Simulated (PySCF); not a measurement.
# CH7GeN: geometry, NMR shifts, spin-spin couplings, electronic excitations and core binding energies

Aim: predict the NMR shifts, spin-spin couplings, electronic excitations and core binding energies of CH7GeN (`N[CH2][GeH3]`).

The runs use PySCF 2.14.0, with density-fitted response routines of our own; the level of theory stands in each step. All values are computed, except where a source is named. Atoms count from 0, in the outputs and in this text.

### 1 The molecule as given

10 atoms, charge 0, multiplicity 1; geometry from: GFN2-xTB.

Bonds of the start (Å): N0–C1 1.46, C1–Ge2 1.98, N0–H3 1.02, N0–H4 1.02, C1–H5 1.10, C1–H6 1.09, Ge2–H7 1.50, Ge2–H8 1.50, Ge2–H9 1.49.

### 2 Optimising the geometry at PBE0-D3(BJ)/def2-SVP

The job: settings as JSON, then the geometry in Å.

```
{"job": {"xc": "PBE0", "basis": "def2-SVP", "d3": "d3bj", "grid": 1, "kind": "geom"}, "charge": 0, "multiplicity": 1}
N     -1.365504     0.600250     0.512511
C     -0.534868    -0.513042     0.076301
Ge     1.351494    -0.031367     0.423516
H     -2.351531     0.372683     0.428069
H     -1.189844     1.410876    -0.073374
H     -0.691103    -0.797523    -0.975898
H     -0.793248    -1.386078     0.680202
H      2.298939    -1.121655     0.031326
H      1.730078     1.186197    -0.360107
H      1.554469     0.284311     1.863690
```

Log:

```text
step   0  E = -2173.33993475  max force = 0.018520
step   1  E = -2173.34299031  max force = 0.004053
step   2  E = -2173.34319736  max force = 0.001232
step   3  E = -2173.34320772  max force = 0.000310
optimisation converged
```

It took 12 s on 1 thread, shared host.

Along the way:

```tsv
step	energy from step 0 (eV)	largest force component (eV/Å)
0	0.0000	0.9523
1	-0.0831	0.2084
2	-0.0888	0.0634
3	-0.0891	0.0159
```

Distances of close pairs at the start and the end, largest changes first:

```tsv
bond	before (Å)	after (Å)	change (Å)
Ge2–H9	1.488	1.538	+0.050
Ge2–H8	1.497	1.544	+0.047
Ge2–H7	1.497	1.542	+0.046
C1–Ge2	1.978	1.965	-0.012
C1–H6	1.093	1.103	+0.010
C1–H5	1.101	1.111	+0.010
N0–C1	1.456	1.449	-0.006
N0–H3	1.015	1.018	+0.003
```

The next job starts from the end point, and lists it.

```tsv
at the end point	value
point group (found at 0.08 Å tolerance)	C1
rotational constants (GHz, main isotopes)	24.229, 3.637, 3.392
dipole moment (D)	1.73
```

### 3 NMR shieldings: PBE0/pcSseg-1

The job: settings as JSON, then the geometry in Å.

```
{"job": {"kind": "nmr", "xc": "PBE0", "basis": "pcSseg-1"}, "charge": 0, "multiplicity": 1}
N     -1.226892     0.405185     0.619957
C     -0.364701    -0.704497     0.264921
Ge     1.508166    -0.242027     0.639637
H     -2.208657     0.158870     0.509788
H     -1.060173     1.201676     0.008445
H     -0.438814    -1.060615    -0.784723
H     -0.604026    -1.573416     0.900207
H      2.447902    -1.383583     0.200763
H      1.875969     1.028965    -0.155804
H      1.708670     0.040197     2.137975
```

With the program's defaults for keys left out, this is: GIAO PBE0/pcSseg-1 NMR shielding, non-relativistic, gas phase.

Log:

```text
coarse grid: 35024 points
cycle   1  E = -2173.3813860834  dE = -6.521e-01  |g| = 8.725e-01  |ddm| = 2.728e+00
cycle   2  E = -2173.3575241482  dE =  2.386e-02  |g| = 8.809e-01  |ddm| = 8.358e-01
cycle   3  E = -2173.4367449310  dE = -7.922e-02  |g| = 9.684e-02  |ddm| = 5.445e-01
cycle   4  E = -2173.4383724249  dE = -1.627e-03  |g| = 3.251e-02  |ddm| = 9.147e-02
cycle   5  E = -2173.4385712344  dE = -1.988e-04  |g| = 4.540e-03  |ddm| = 2.464e-02
cycle   6  E = -2173.4385749646  dE = -3.730e-06  |g| = 6.639e-04  |ddm| = 4.799e-03
final grid: 72848 points
cycle   7  E = -2173.4385680762  dE = -3.356e-08  |g| = 6.989e-04  |ddm| = 1.556e-03
cycle   8  E = -2173.4385680469  dE =  2.934e-08  |g| = 8.967e-04  |ddm| = 1.231e-03
cycle   9  E = -2173.4385681729  dE = -1.260e-07  |g| = 5.970e-05  |ddm| = 5.793e-04
cycle  10  E = -2173.4385681738  dE = -9.131e-10  |g| = 9.486e-06  |ddm| = 7.427e-05
converged SCF energy = -2173.4385681738

GIAO shielding tensors (ppm)
atom      isotropic    diamagn.    paramagn.     s11        s22        s33       span
  0 N      240.307     313.698     -73.392    199.617    246.777    274.526     74.909
  1 C      154.801     247.078     -92.277    130.077    146.681    187.644     57.567
  2 Ge    1550.913    2755.292   -1204.379   1472.058   1517.574   1663.108    191.050
  3 H       30.806      30.409       0.397     22.495     27.880     42.044     19.550
  4 H       31.312      32.162      -0.849     23.641     30.658     39.638     15.998
  5 H       28.534      30.292      -1.758     22.308     27.993     35.301     12.993
  6 H       28.683      29.354      -0.671     24.155     28.189     33.705      9.550
  7 H       27.398      27.944      -0.546     21.425     22.186     38.585     17.160
  8 H       27.583      28.402      -0.819     21.725     23.093     37.932     16.207
  9 H       27.349      27.765      -0.416     21.551     22.384     38.114     16.563
```

Run time: 7.5 s. Hardware: 1 thread, shared host.

Shifts follow as δ = σ(reference) − σ, with reference shieldings (ppm) from runs at the same level and on the same kind of geometry: ¹H TMS 31.27, ¹³C TMS 184.4, ¹⁵N NH3 265.7, ⁷³Ge GeMe4 1330. The references are single molecules in the gas phase, so shifts against H2O, NH3, PH3, H3PO4 or CFCl3 are not on the usual liquid scales and can be off by tens of ppm. Atoms listed in one row are averaged.

```tsv
atoms	environment	σ (ppm)	δ (ppm)
C1	sp3 CH2 bonded to Ge and N	154.8	29.6
H7, H8, H9	hydrogen on a germanium bonded to C	27.44	3.82
H5, H6	hydrogen on an sp3 CH2 bonded to Ge and N	28.61	2.66
H3, H4	hydrogen on an amine nitrogen	31.06	0.21
N0	amine nitrogen	240.3	25.4
Ge2	germanium bonded to C, 3 H	1551	-221
```

Charges from the same density, by scheme (e):

```tsv
atoms	Mulliken	IAO	Hirshfeld	ESP fit
N0	-0.45	-0.57	-0.24	-0.92
C1	-0.34	-0.38	-0.10	0.20
Ge2	0.22	0.47	0.29	0.18
```

Mayer bond orders: N0–C1 0.99, C1–Ge2 0.93.

### 4 Spin-spin couplings: B3LYP/pcSseg-1+pcJ-1

Same as in step 3 but for these lines:

```diff
@@ -1,2 +1,2 @@
-{"job": {"kind": "nmr", "xc": "PBE0", "basis": "pcSseg-1"}, "charge": 0, "multiplicity": 1}
+{"job": {"kind": "j", "xc": "B3LYP", "basis": "pcJ-1"}, "charge": 0, "multiplicity": 1}
 N     -1.226892     0.405185     0.619957
```

With the program's defaults for keys left out, this is: B3LYP/pcJ-1 Ge:pcSseg-1 indirect spin-spin coupling, non-relativistic, gas phase.

Log:

```text
coarse grid: 35024 points
cycle   1  E = -2173.8257592732  dE = -6.540e-01  |g| = 9.546e-01  |ddm| = 2.472e+00
cycle   2  E = -2173.7767108717  dE =  4.905e-02  |g| = 1.038e+00  |ddm| = 9.899e-01
cycle   3  E = -2173.8944817914  dE = -1.178e-01  |g| = 1.243e-01  |ddm| = 6.764e-01
cycle   4  E = -2173.8973390205  dE = -2.857e-03  |g| = 4.714e-02  |ddm| = 1.193e-01
cycle   5  E = -2173.8977242342  dE = -3.852e-04  |g| = 5.871e-03  |ddm| = 3.340e-02
cycle   6  E = -2173.8977306990  dE = -6.465e-06  |g| = 9.506e-04  |ddm| = 6.756e-03
final grid: 72848 points
cycle   7  E = -2173.8977131766  dE =  3.518e-08  |g| = 1.169e-03  |ddm| = 2.107e-03
cycle   8  E = -2173.8977129702  dE =  2.065e-07  |g| = 1.643e-03  |ddm| = 2.103e-03
cycle   9  E = -2173.8977134640  dE = -4.939e-07  |g| = 9.225e-05  |ddm| = 1.083e-03
cycle  10  E = -2173.8977134664  dE = -2.359e-09  |g| = 2.092e-05  |ddm| = 1.263e-04
cycle  11  E = -2173.8977134664  dE = -6.366e-11  |g| = 9.261e-07  |ddm| = 1.361e-05
converged SCF energy = -2173.8977134664

Indirect spin-spin couplings (Hz)
  i      j    bonds     total        FC       PSO       DSO        SD
  0 N    1 C    1     -2.523    -1.767    -0.001    -0.097    -0.658
  0 N    3 H    1    -65.689   -62.386    -2.843    -0.266    -0.193
  0 N    4 H    1    -66.647   -63.270    -2.879    -0.295    -0.202
  0 N    5 H    2      0.005     0.158    -0.278     0.107     0.018
  0 N    6 H    2     -2.595    -2.321    -0.304     0.044    -0.014
  0 N    7 H    3     -8.437    -8.676    -0.085     0.323     0.000
  0 N    8 H    3     -0.515    -0.502    -0.063     0.030     0.020
  0 N    9 H    3      0.293     0.234     0.007     0.042     0.009
  1 C    3 H    2     -2.769    -3.015     0.532    -0.286         -
  1 C    4 H    2     -1.850    -2.130     0.484    -0.203         -
  1 C    5 H    1    138.669   136.615     0.871     1.183         -
  1 C    6 H    1    140.799   138.734     0.873     1.192         -
  1 C    7 H    2     11.743    12.266     0.063    -0.586         -
  1 C    8 H    2      4.586     5.052     0.083    -0.549         -
  1 C    9 H    2      4.695     5.201     0.101    -0.607         -
  3 H    4 H    2     -9.608   -10.612     5.053    -4.049         -
  3 H    5 H    3      2.194     2.028     0.979    -0.813         -
  3 H    6 H    3      4.705     4.404     0.725    -0.424         -
  3 H    7 H    4      5.148     6.219     1.347    -2.419         -
  3 H    8 H    4     -0.952    -0.649     1.441    -1.745         -
  3 H    9 H    4     -0.742    -0.407     1.299    -1.634         -
  4 H    5 H    3      3.366     3.045     0.825    -0.504         -
  4 H    6 H    3     19.141    18.882     3.642    -3.383         -
  4 H    7 H    4     -2.168    -0.261     1.040    -2.947         -
  4 H    8 H    4      0.726     0.052    -0.884     1.558         -
  4 H    9 H    4     -0.702    -0.053     0.627    -1.277         -
  5 H    6 H    2    -12.674   -13.716     2.308    -1.266         -
  5 H    7 H    3     -0.991    -0.639     0.127    -0.479         -
  5 H    8 H    3     -0.588     0.064     0.407    -1.059         -
  5 H    9 H    3      8.316    10.636     1.665    -3.986         -
  6 H    7 H    3     -0.869    -0.235     0.304    -0.938         -
  6 H    8 H    3      7.487     9.831     1.680    -4.024         -
  6 H    9 H    3      1.071     1.558     0.202    -0.689         -
  7 H    8 H    2      7.471    10.534     1.125    -4.188         -
  7 H    9 H    2     11.044    14.264     1.182    -4.402         -
  8 H    9 H    2     10.085    13.175     1.121    -4.211         -
```

It took 15 s on 1 thread, shared host.

A choice of the couplings up to four bonds, sorted by the number of bonds, with means over like pairs; isotopes 13C, 1H, 15N:

```tsv
pair	bonds	J (Hz)	Fermi contact (Hz)
C1–H5	1	139.7	137.7
N0–H3	1	-66.2	-62.8
N0–C1	1	-2.5	-1.8
H5–H6	2	-12.7	-13.7
H3–H4	2	-9.6	-10.6
H7–H8	2	9.5	12.7
C1–H7	2	7.0	7.5
C1–H3	2	-2.3	-2.6
N0–H5	2	-1.3	-1.1
H3–H5	3	7.4	7.1
N0–H7	3	-2.9	-3.0
H5–H7	3	2.4	3.5
```

The spin-dipole term was solved for some atoms only; pairs without it lack that part.

The response was solved for the nuclei of C, H, N alone, so couplings that need other nuclei can be missing.

Quadrupole couplings from the field gradients of the same density:

```tsv
atom	isotope	eQq/h (MHz)	η
N0	14N	-5.722	0.15
Ge2	73Ge	5.636	0.74
```

Joined with the shifts from before (PBE0/pcSseg-1, unscaled), the couplings predict the line list below for 500 MHz.

¹H NMR δ 3.82 (t, J = 2.4 Hz, 3H), 2.66 (q, J = 2.4 Hz, 2H), 0.21 (br s, 2H). The letters are first-order; like nuclei with unlike couplings give more lines.

### 5 TDDFT and polarisability: CAM-B3LYP/def2-SVPD

Same as in step 4 but for these lines:

```diff
@@ -1,2 +1,2 @@
-{"job": {"kind": "j", "xc": "B3LYP", "basis": "pcJ-1"}, "charge": 0, "multiplicity": 1}
+{"job": {"kind": "uv", "xc": "CAM-B3LYP", "basis": "def2-SVPD", "ip": true}, "charge": 0, "multiplicity": 1}
 N     -1.226892     0.405185     0.619957
```

Method: TDDFT CAM-B3LYP/def2-SVPD, vertical, gas phase, core orbitals frozen in the response.

Log:

```text
coarse grid: 35024 points
cycle   1  E = -2173.7622679004  dE = -5.978e-01  |g| = 4.562e-01  |ddm| = 3.533e+00
cycle   2  E = -2173.7647866099  dE = -2.519e-03  |g| = 4.636e-01  |ddm| = 1.495e+00
cycle   3  E = -2173.7943487316  dE = -2.956e-02  |g| = 3.150e-02  |ddm| = 6.334e-01
cycle   4  E = -2173.7945463328  dE = -1.976e-04  |g| = 1.653e-02  |ddm| = 8.923e-02
cycle   5  E = -2173.7945949236  dE = -4.859e-05  |g| = 3.792e-03  |ddm| = 1.870e-02
cycle   6  E = -2173.7945978458  dE = -2.922e-06  |g| = 4.637e-04  |ddm| = 1.825e-02
final grid: 72848 points
cycle   7  E = -2173.7945726858  dE = -6.979e-08  |g| = 3.419e-04  |ddm| = 2.723e-03
cycle   8  E = -2173.7945726910  dE = -5.178e-09  |g| = 3.583e-04  |ddm| = 2.003e-03
cycle   9  E = -2173.7945727156  dE = -2.466e-08  |g| = 2.755e-05  |ddm| = 4.279e-04
cycle  10  E = -2173.7945727160  dE = -3.429e-10  |g| = 9.986e-06  |ddm| = 1.788e-04
converged SCF energy = -2173.7945727160

Static polarisability (au): isotropic 55.485, principal 50.414 53.075 62.966

Singlet excitations
state   eV       nm        f      main configurations
  1   6.1235    202.5   0.00532   H->L 0.67, H->L+1 0.21, H->L+2 0.09
  2   7.0986    174.7   0.00448   H->L+2 0.43, H->L 0.27, H->L+1 0.25
  3   7.3830    167.9   0.09731   H->L+1 0.42, H->L+2 0.40, H->L+5 0.12
  4   7.7792    159.4   0.03155   H->L+5 0.65, H->L+6 0.09
  5   7.9127    156.7   0.00059   H->L+3 0.63, H->L+4 0.26
  6   8.0446    154.1   0.00516   H->L+4 0.41, H->L+3 0.25, H-1->L 0.19
  7   8.1878    151.4   0.02424   H-1->L 0.66, H->L+4 0.18
  8   8.4983    145.9   0.03912   H->L+6 0.74
  9   8.6375    143.5   0.10405   H-2->L 0.66
 10   8.6989    142.5   0.08952   H-3->L 0.75

Triplet excitations (Tamm-Dancoff, eV): 5.8406 6.8878 7.0286 7.5013
Vertical ionisation energy (delta-SCF) = 9.3835 eV
```

Wall time 24 s (1 thread, shared host).

Frontier orbitals and where they lie:

```tsv
orbital	eV	atoms
HOMO−3	-10.73	Ge2 41 %, H7 31 %, H8 17 %
HOMO−2	-10.64	Ge2 40 %, H9 34 %, H8 9 %
HOMO−1	-10.20	C1 32 %, Ge2 23 %, N0 15 %
HOMO	-8.38	N0 56 %, C1 17 %, H5 7 %
LUMO	1.03	Ge2 43 %, C1 13 %, H7 7 %
LUMO+1	1.47	Ge2 32 %, C1 16 %, H8 11 %
LUMO+2	2.07	Ge2 32 %, H3 17 %, H4 10 %
```

With each of the 10 states as a Gaussian band of 0.4 eV half-width at 1/e, the curve within the window shown has maxima at 203 nm (ε 220), 167 nm (ε 4,600), 144 nm (ε 9,500) L/(mol cm). Beyond the last state computed it falls off for lack of states. The curve at chosen wavelengths:

nm, ε (L/mol/cm) and a bar:
```
      138       4275 ##############
      141       7858 #########################
      145       9322 ##############################
      148       7337 ########################
      152       4260 ##############
      155       3194 ##########
      159       3282 ###########
      162       3920 #############
      166       4602 ###############
      169       4451 ##############
      172       3673 ############
      176       2228 #######
      179       1297 ####
      183        531 ##
      186        262 #
      190        143 
      193        144 
      196        172 
      200        208 #
      203        216 #
      207        195 #
      210        162 
      214        112 
      217         78 
      221         43 
      224         26
```

Ground-state properties from the same run:

```tsv
property	computed
dipole moment (D)	1.63
polarisability (Å³)	8.22
HOMO–LUMO gap (eV)	9.41
−ε(HOMO) (eV)	8.38
```

### 6 NMR shieldings: PBE/pcSseg-2

Same as in step 5 but for these lines:

```diff
@@ -1,2 +1,2 @@
-{"job": {"kind": "uv", "xc": "CAM-B3LYP", "basis": "def2-SVPD", "ip": true}, "charge": 0, "multiplicity": 1}
+{"job": {"kind": "nmr", "xc": "PBE", "basis": "pcSseg-2", "pop": false}, "charge": 0, "multiplicity": 1}
 N     -1.226892     0.405185     0.619957
```

Method: GIAO PBE/pcSseg-2 NMR shielding, non-relativistic, gas phase.

Log:

```text
coarse grid: 35024 points
cycle   1  E = -2173.5760229259  dE = -6.414e-01  |g| = 1.323e+00  |ddm| = 2.048e+00
cycle   2  E = -2173.3399818312  dE =  2.360e-01  |g| = 1.880e+00  |ddm| = 1.287e+00
cycle   3  E = -2173.6769659888  dE = -3.370e-01  |g| = 2.529e-01  |ddm| = 1.063e+00
cycle   4  E = -2173.6888929101  dE = -1.193e-02  |g| = 1.232e-01  |ddm| = 2.411e-01
cycle   5  E = -2173.6915754118  dE = -2.683e-03  |g| = 1.703e-02  |ddm| = 7.877e-02
cycle   6  E = -2173.6916326731  dE = -5.726e-05  |g| = 3.655e-03  |ddm| = 1.774e-02
cycle   7  E = -2173.6916356759  dE = -3.003e-06  |g| = 1.778e-03  |ddm| = 3.883e-03
final grid: 72848 points
cycle   8  E = -2173.6916299371  dE =  1.555e-06  |g| = 3.169e-03  |ddm| = 3.892e-03
cycle   9  E = -2173.6916243272  dE =  5.610e-06  |g| = 5.821e-03  |ddm| = 5.190e-03
cycle  10  E = -2173.6916322878  dE = -7.961e-06  |g| = 1.435e-04  |ddm| = 3.389e-03
cycle  11  E = -2173.6916322913  dE = -3.492e-09  |g| = 4.555e-05  |ddm| = 9.635e-05
cycle  12  E = -2173.6916322915  dE = -1.774e-10  |g| = 2.657e-06  |ddm| = 1.806e-05
converged SCF energy = -2173.6916322915

GIAO shielding tensors (ppm)
atom      isotropic    diamagn.    paramagn.     s11        s22        s33       span
  0 N      228.912     311.362     -82.450    191.122    236.494    259.119     67.996
  1 C      145.330     238.014     -92.685    118.948    136.466    180.575     61.627
  2 Ge    1504.217    2755.420   -1251.203   1422.393   1468.816   1621.442    199.050
  3 H       30.381      30.369       0.013     22.383     27.749     41.012     18.629
  4 H       30.951      31.847      -0.896     23.643     30.370     38.839     15.196
  5 H       27.963      29.381      -1.419     21.757     27.715     34.416     12.659
  6 H       28.357      28.634      -0.276     24.040     28.202     32.829      8.790
  7 H       27.205      28.224      -1.019     21.335     22.023     38.258     16.923
  8 H       27.472      28.848      -1.376     21.776     22.963     37.676     15.900
  9 H       27.271      28.140      -0.868     21.643     22.334     37.836     16.193
```

Run time: 29 s. Hardware: 1 thread, shared host.

In short: δ C1 34.1, N0 32.1, Ge2 -234, H7 3.86, H5 3.02 ppm (means over like atoms).

### 7 Core-electron binding energies: SCAN, X2C

Same as in step 6 but for these lines:

```diff
@@ -1,2 +1,2 @@
-{"job": {"kind": "nmr", "xc": "PBE", "basis": "pcSseg-2", "pop": false}, "charge": 0, "multiplicity": 1}
+{"job": {"kind": "xps"}, "charge": 0, "multiplicity": 1}
 N     -1.226892     0.405185     0.619957
```

Level: delta-SCF UKS SCAN, pcX-2 on the ionised atom, pcseg-1 elsewhere, spin-free X2C.

Log:

```text
ground state, core basis on atom 0 (N), 121 functions
  cycle   1  E = -2190.96751954  |g| = 4.28e-01
  cycle   2  E = -2190.90525895  |g| = 6.70e-01
  cycle   3  E = -2191.01055632  |g| = 5.46e-02
  cycle   4  E = -2191.01121513  |g| = 1.45e-02
  cycle   5  E = -2191.01124534  |g| = 8.57e-03
  cycle   6  E = -2191.01126608  |g| = 1.40e-03
  cycle   7  E = -2191.01126914  |g| = 5.95e-04
  cycle   8  E = -2191.01126706  |g| = 5.26e-05
  E(ground) = -2191.14534261 Eh
hole in N 1s of atom 0
  cycle   1  E = -2175.43493243  |g| = 1.85e+00
  cycle   2  E = -2174.82014407  |g| = 2.04e+00
  cycle   3  E = -2176.07680016  |g| = 3.69e-01
  cycle   4  E = -2176.12014827  |g| = 8.72e-02
  cycle   5  E = -2176.12325870  |g| = 4.36e-02
  cycle   6  E = -2176.12422607  |g| = 9.36e-03
  cycle   7  E = -2176.12427401  |g| = 2.31e-03
  cycle   8  E = -2176.12427837  |g| = 7.90e-04
  cycle   9  E = -2176.12427842  |g| = 2.46e-04
  E(ion) = -2176.25747923 Eh   <S^2> = 0.7651   hole on atom = 1.000   binding energy = 405.119 eV
ground state, core basis on atom 1 (C), 121 functions
  cycle   1  E = -2191.00016551  |g| = 6.01e-02
  cycle   2  E = -2191.00004929  |g| = 3.28e-02
  cycle   3  E = -2191.00012675  |g| = 2.71e-02
  cycle   4  E = -2191.00028906  |g| = 1.44e-03
  cycle   5  E = -2191.00028761  |g| = 2.95e-04
  E(ground) = -2191.13520614 Eh
hole in C 1s of atom 1
  cycle   1  E = -2179.72989928  |g| = 1.51e+00
  cycle   2  E = -2178.89454712  |g| = 1.94e+00
  cycle   3  E = -2180.25565758  |g| = 3.42e-01
  cycle   4  E = -2180.29785512  |g| = 1.20e-01
  cycle   5  E = -2180.30280013  |g| = 5.15e-02
  cycle   6  E = -2180.30396321  |g| = 8.73e-03
  cycle   7  E = -2180.30400947  |g| = 3.45e-03
  cycle   8  E = -2180.30402150  |g| = 1.64e-03
  cycle   9  E = -2180.30402435  |g| = 7.54e-04
  cycle  10  E = -2180.30402552  |g| = 1.12e-04
  E(ion) = -2180.43810245 Eh   <S^2> = 0.7722   hole on atom = 1.000   binding energy = 291.083 eV
```

Run time: 13 s. Hardware: 1 thread, shared host.

The holes in one table. −ε is the ground-state orbital energy:

```tsv
hole	stands for	environment	ΔSCF (eV)	−ε (eV)	⟨S²⟩
N1s on N0	N0	amine nitrogen	405.12	385.7	0.765
C1s on C1	C1	sp3 CH2 bonded to Ge and N	291.08	274.3	0.772
```

### 8 Run by run: NMR shifts

Shifts (ppm), means over like atoms, with basis size and wall time:

```tsv
run	C1	H7	H5	H3	N0	Ge2	functions	time
PBE0/pcSseg-1	29.6	3.82	2.66	0.21	25.4	-221	110	7.5 s
PBE/pcSseg-2	34.1	3.86	3.02	0.51	32.1	-234	233	29 s
```

### 9 What came out

| quantity | value |
| --- | --- |
| point group | C1 |
| rotational constants (main isotopes) | 24.23, 3.64, 3.39 GHz |
| ¹³C shifts against TMS (PBE0/pcSseg-1) | 29.6 ppm |
| ¹H shifts against TMS (PBE0/pcSseg-1, means over atoms taken as alike) | 3.82, 2.66, 0.21 ppm |
| ¹⁵N shifts against NH3 (PBE0/pcSseg-1) | 25.4 ppm |
| ⁷³Ge shifts against GeMe4 (PBE0/pcSseg-1) | -221 ppm |
| largest coupling of the table (B3LYP/pcSseg-1+pcJ-1) | ¹J(C,H) C1–H5, 139.7 Hz |
| lowest singlet (CAM-B3LYP/def2-SVPD) | 6.12 eV (202 nm), f = 0.005 |
| brightest single state of those computed | state 9, 8.64 eV, f = 0.104 |
| lowest triplet | 5.84 eV |
| vertical ionisation energy (ΔSCF) | 9.38 eV |
| N1s binding energies, SCAN/pcX-2 | N0 405.12 eV |
| C1s binding energies, SCAN/pcX-2 | C1 291.08 eV |
| range of the shift of Ge2 | -234 to -221 ppm |

The optimisation took 3 steps and gained 0.089 eV; among the close pairs (by a distance rule), Ge2–H9 changed most, from 1.488 to 1.538 Å. At PBE0/pcSseg-1: Shielding is most anisotropic at Ge2 (span 191 ppm, paramagnetic term -1204 ppm). In the run at B3LYP/pcSseg-1+pcJ-1, the largest coupling of the table is C1–H5 (mean over like pairs), 139.7 Hz, of which the Fermi-contact term gives 137.7 Hz. The first singlet state (HOMO→LUMO 0.67, HOMO→LUMO+1 0.21) lies at 6.12 eV and is weak; of the 10 states computed, the strongest absorption comes from state 9 at 8.64 eV (the last state computed is bright too, and its partners may lie past the list). The lowest triplet lies 0.28 eV below the lowest singlet (triplets in Tamm-Dancoff, singlets in full TDDFT). The orbital energy would give 8.38 eV for ionisation, ΔSCF gives 9.38 eV. In ppm, Ge2 moves most: its shift spreads over 14 ppm, from -234 (PBE/pcSseg-2) to -221 (PBE0/pcSseg-1). Spin-orbit coupling is left out, which matters for shieldings and couplings at and beside the heavy atoms.
